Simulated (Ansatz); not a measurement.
# CH3ClGe: the cost of one run

Program: Ansatz 0.2.0, driven from Python. Level of theory: B3LYP+D4/def2-SVP. These are calculated values, not measurements.

## 1. The structure

Bond lengths: C1–Ge2 1.883 Å, Ge2–Cl3 2.158 Å, C1–H4 1.166 Å, C1–H5 1.118 Å, C1–H6 1.100 Å. Angles: C1–Ge2–Cl3 107.7°, Ge2–C1–H4 107.6°, Ge2–C1–H5 112.7°, Ge2–C1–H6 113.9°, H4–C1–H5 108.3°, H4–C1–H6 106.1°, H5–C1–H6 107.9°.

The script holds or builds the structure itself.

## 2. The script

ch3clge_relaxed_scan.py reads:

```python
"""Relaxed scan of one distance in CH3ClGe."""

import ansatz as az
import numpy as np

BASIS = "def2-SVP"
XC = "b3lyp"
DISPERSION = "d4"

system = (
    az.Crystal.molecule()
    .atom("C", (-0.3731, 0.4222, -0.2378))
    .atom("Ge", (1.2818, -0.0268, 0.5411))
    .atom("Cl", (1.2955, -2.1593, 0.8732))
    .atom("H", (-0.3715, 1.5725, -0.4309))
    .atom("H", (-1.2413, 0.1788, 0.423))
    .atom("H", (-0.5493, -0.0515, -1.2147))
)

base = (
    system.calculation()
    .basis(gaussian=BASIS)
    .functional(XC, dispersion=DISPERSION)
)
symbols = [site.symbol for site in system.cartesian_sites]
pairs = [(0, 1), (0, 3), (0, 4), (0, 5), (1, 2)]
print("held (A)   E (eV)        ", "  ".join(f"{symbols[i]}{i}-{symbols[j]}{j}" for i, j in pairs))
for length in [1.73, 1.88, 2.03, 2.26, 2.54]:
    r = base.relax(constraints=[az.DistanceConstraint((0, 1), at=length)], force_tolerance=0.02, max_steps=60).run(threads=1, backend="cpu").report
    xyz = np.array(r["positions_ang"])
    print(f"{length:6.2f} {r['free_energy_ev']:14.5f}  ", "  ".join(f"{np.linalg.norm(xyz[i] - xyz[j]):.3f}" for i, j in pairs))
```

## 3. The calls as engine input

The package turns the script's settings into the engine's input (first run):

```yaml
crystal:
  periodic: [false, false, false]
  atoms:
    - { symbol: C, position_ang: [-0.3731, 0.4222, -0.2378] }
    - { symbol: Ge, position_ang: [1.2818, -0.0268, 0.5411] }
    - { symbol: Cl, position_ang: [1.2955, -2.1593, 0.8732] }
    - { symbol: H, position_ang: [-0.3715, 1.5725, -0.4309] }
    - { symbol: H, position_ang: [-1.2413, 0.1788, 0.423] }
    - { symbol: H, position_ang: [-0.5493, -0.0515, -1.2147] }
basis:
  gaussian:
    orbitals: def2-SVP
hamiltonian:
  xc: b3lyp
  dispersion: d4
relax:
  f_tol: 0.02
  max_steps: 60
  constraints:
    - { distance: [0, 1], at: 1.73 }
```

## 4. Launch

Started as:

```
$ python ch3clge_relaxed_scan.py
```

Q: Estimate wall time and peak memory on 1 thread of Arm Neoverse V1, shared host.

About 1.7 min, with a peak of 0.23 GiB.
